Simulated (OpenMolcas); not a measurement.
**One shape, several levels: CH3Cl3Si (methyltrichlorosilane)**

Aim: a comparison of 6 runs (HF/STO-3G, B3LYP/6-31G*, BHLYP/cc-pVDZ, PBE0/cc-pVDZ, SVWN5/cc-pVDZ, CCSD(T)/cc-pVDZ) of CH3Cl3Si (methyltrichlorosilane). 

The calculation is run with OpenMolcas 26.06.

1 further run of the same task is left out (set aside as unsound or not needed).

## Step 1: The structure to begin with

CH3Cl3Si: 8 atoms, total charge 0, spin state singlet. SMILES: `C[Si](Cl)(Cl)Cl`. The Si2–Cl4 distance was set to 3.670 Å, away from the relaxed value. At this shape a bond of the SMILES string is far longer than usual.

Bond lengths: C1–Si2 1.841 Å, Si2–Cl3 2.039 Å, Si2–Cl5 2.039 Å, C1–H6 1.092 Å, C1–H7 1.092 Å, C1–H8 1.092 Å. Angles: C1–Si2–Cl3 110.7°, C1–Si2–Cl5 110.6°, Cl3–Si2–Cl5 108.3°, Si2–C1–H6 110.0°, Si2–C1–H7 110.0°, Si2–C1–H8 110.0°, H6–C1–H7 109.0°, H6–C1–H8 109.0°, H7–C1–H8 109.0°. A long bond or contact: Si2–Cl4 3.670 Å.

## Step 2: A single-point energy at HF/STO-3G (run 1)

The input, job.inp:

```
>>> EXPORT MOLCAS_PRINT=2

&GATEWAY
 BASLIB=$CurrDir
 COORD
 8
 angstrom
 C       -0.326503       0.222316       2.184889
 Si       0.971297       0.699816       0.970089
 Cl       2.762797      -0.138084       1.465189
 Cl       0.065900      -0.429500      -2.402200
 Cl       1.203597       2.724916       0.924989
 H       -0.442103      -0.863284       2.199589
 H       -0.045903       0.563016       3.183589
 H       -1.280203       0.677116       1.909589
 BASIS=STO-3G
 GROUP=NoSym

&SEWARD

&SCF
 THRESHOLDS=1e-10 1e-07 1e-07 1e-05
 PRORBITALS=1 1
```

The basis set STO-3G is read from a file made from the Basis Set Exchange's data (not shown).

Started as:

```console
$ export MOLCAS_MEM=1860
$ pymolcas job.inp > job.log
```

What it wrote:

```text
--- Start Module: gateway ---
[...]
--- Stop Module: gateway /rc=_RC_ALL_IS_WELL_ ---
--- Start Module: seward ---
[...]
      Basis functions           44
--- Stop Module: seward /rc=_RC_ALL_IS_WELL_ ---
--- Start Module: scf ---
[...]
       Convergence after  14 Iterations
[...]
::    Total SCF energy                              -1688.4501179257
[...]
      Total spin, S                                     0.0000000000
[...]
      Total electronic charge=   74.000000
      Total            charge=   -0.000000
[...]
      Dipole Moment (debye):
      Origin of the operator (angstrom)=    1.0985    0.6630    0.4076
                   X= -7.2766E-01               Y=  9.7461E-01               Z=  7.2681E+00           Total=  7.3691E+00
      Quadrupole Moment (debye*angstrom):
[...]
--- Stop Module: scf /rc=_RC_ALL_IS_WELL_ ---
[...]
```

It took 1.2 s on 1 thread of AMD EPYC 9R45 (Zen 5), shared host; peak memory 0.38 GiB.

## Step 3: A single-point energy at B3LYP/6-31G(d) (Cartesian functions) (run 2)

The input, mol.inp:

```
* CH3Cl3Si Kohn-Sham DFT
>>> EXPORT MOLCAS_PRINT=2

&GATEWAY
  BasLib=$CurrDir
  BasisSet
  C.6-31Gs....
  C1 -0.326503 0.222316 2.184889 angstrom
  End of Basis
  BasisSet
  Si.6-31Gs....
  Si2 0.971297 0.699816 0.970089 angstrom
  End of Basis
  BasisSet
  Cl.6-31Gs....
  Cl3 2.762797 -0.138084 1.465189 angstrom
  Cl4 0.065900 -0.429500 -2.402200 angstrom
  Cl5 1.203597 2.724916 0.924989 angstrom
  End of Basis
  BasisSet
  H.6-31Gs....
  H6 -0.442103 -0.863284 2.199589 angstrom
  H7 -0.045903 0.563016 3.183589 angstrom
  H8 -1.280203 0.677116 1.909589 angstrom
  End of Basis

&SEWARD
  GridInput
  Grid=UltraFine
  End of Grid

&SCF
  KSDFT=B3LYP
  Thresholds=1e-10 1e-07 1e-07 1e-05
  PrOrbitals=1 2
```

The basis set 6-31G* is read from a file made from the Basis Set Exchange's data (not shown).

Started as:

```console
$ export MOLCAS_MEM=1860
$ pymolcas mol.inp > mol.log
```

What it wrote:

```text
--- Start Module: gateway ---
[...]
--- Stop Module: gateway /rc=_RC_ALL_IS_WELL_ ---
--- Start Module: seward ---
[...]
      Basis functions           97
--- Stop Module: seward /rc=_RC_ALL_IS_WELL_ ---
[...]
--- Start Module: scf ---
[...]
       Convergence after  18 Iterations
[...]
::    Total KS-DFT energy                           -1710.0266963568
[...]
      Total spin, S                                     0.0000000000
[...]
      Total electronic charge=   74.000000
      Total            charge=   -0.000000
[...]
      Dipole Moment (debye):
      Origin of the operator (angstrom)=    1.0985    0.6630    0.4076
                   X= -3.9649E-02               Y=  1.3950E+00               Z=  7.5105E+00           Total=  7.6391E+00
      Quadrupole Moment (debye*angstrom):
[...]
--- Stop Module: scf /rc=_RC_ALL_IS_WELL_ ---
[...]
```

It took 16 s on 1 thread of AMD EPYC 9R45 (Zen 5), shared host; peak memory 0.54 GiB.

Runs 3 to 5 aren't shown in full; the table further down has their settings and results.

## Step 4: The energy at CCSD(T)/cc-pVDZ (Cholesky decomposition) (run 6)

The input, mol.xyz:

```xyz
8

C     -0.326503     0.222316     2.184889
Si     0.971297     0.699816     0.970089
Cl     2.762797    -0.138084     1.465189
Cl     0.065900    -0.429500    -2.402200
Cl     1.203597     2.724916     0.924989
H     -0.442103    -0.863284     2.199589
H     -0.045903     0.563016     3.183589
H     -1.280203     0.677116     1.909589
```

The input, job.input:

```
&GATEWAY
BasLib = $CurrDir
Coord = mol.xyz
Basis = cc-pVDZ
Group = NoSym
&SEWARD
High
&SCF
Thresholds = 1e-10 1e-07 1e-07 1e-05
PrOrbitals = 1
&CHCC
Frozen = 21
Threshold = 1e-08
MaxIterations = 80
&CHT3
Frozen = 21
```

The basis set cc-pVDZ is read from a file made from the Basis Set Exchange's data (not shown).

Started as:

```console
$ export MOLCAS_MEM=1860
$ pymolcas job.input > job.log
```

What it wrote:

```text
--- Start Module: gateway ---
[...]
--- Stop Module: gateway /rc=_RC_ALL_IS_WELL_ ---
[...]
      Basis functions          101
[...]
       Convergence after  17 Iterations
[...]
::    Total SCF energy                              -1707.0667141582
[...]
      Total spin, S                                     0.0000000000
[...]
      Total electronic charge=   74.000000
      Total            charge=   -0.000000
[...]
      Dipole Moment (debye):
      Origin of the operator (angstrom)=    1.0985    0.6630    0.4076
                   X=  6.0701E-01               Y=  2.1876E+00               Z=  9.8454E+00           Total=  1.0104E+01
      Quadrupole Moment (debye*angstrom):
[...]
--- Start Module: chcc ---
[...]
--- Stop Module: chcc /rc=_RC_ALL_IS_WELL_ ---
[...]
--- Start Module: cht3 ---
[...]
--- Stop Module: cht3 /rc=_RC_ALL_IS_WELL_ ---
[...]
```

It took 6.4 min on 1 thread of AMD EPYC 9R45 (Zen 5), shared host; peak memory 0.14 GiB.

## Step 5: The series

```tsv
run	level	Cartesian functions	integration grid	energy (Eh)	dipole moment (D) of the reference	HOMO energy (eV)	LUMO energy (eV)	wall time
1	HF/STO-3G	no	–	-1688.450118	7.37	-6.34	-0.80	1.2 s
2	B3LYP/6-31G* (Cartesian functions)	yes	UltraFine	-1710.026696	7.64	-6.83	-5.00	16 s
3	BHLYP/cc-pVDZ	no	UltraFine	-1710.007658	8.35	-8.03	-4.08	22 s
4	PBE0/cc-pVDZ	no	UltraFine	-1709.418328	7.79	-6.97	-4.77	23 s
5	SVWN5/cc-pVDZ	no	UltraFine	-1704.058349	7.21	-5.70	-5.34	50 s
6	CCSD(T)/cc-pVDZ (Cholesky decomposition)	no	–	-1707.799842	10.10	-9.12	-2.05	6.4 min
```

## Step 6: What came out

| quantity | value |
| --- | --- |
| run 6: total energy | -1707.79984 Eh |
| run 6: dipole moment (mean-field density) | 10.10 D |
| run 6: HOMO energy (Hartree–Fock orbitals) | -9.12 eV |
| run 6: LUMO energy (Hartree–Fock orbitals) | -2.05 eV |
| run 6: HOMO–LUMO gap (Hartree–Fock orbitals) | 7.07 eV |
| run 6: correlation energy (21 core orbitals frozen) | -733.1 mEh |
| run 6: (T) correction | -27.94 mEh |

What this shows: Over runs 1, 2, 3, 4, 5 the dipole moment (its size) runs from 7.21 D (SVWN5/cc-pVDZ) to 8.35 D (BHLYP/cc-pVDZ). Over runs 1, 2, 3, 4, 5 the HOMO–LUMO gap runs from 0.37 eV (SVWN5/cc-pVDZ) to 5.54 eV (HF/STO-3G). The two ends differ in method and basis. Totals of different functionals can't be ranked against each other. In run 1 the basis is minimal, so the values are rough. In runs 1, 2, 3, 4, 5, 6 a closed-shell determinant meets a far-stretched bond, which it describes badly. All runs together took 8.3 min, the longest 6.4 min.
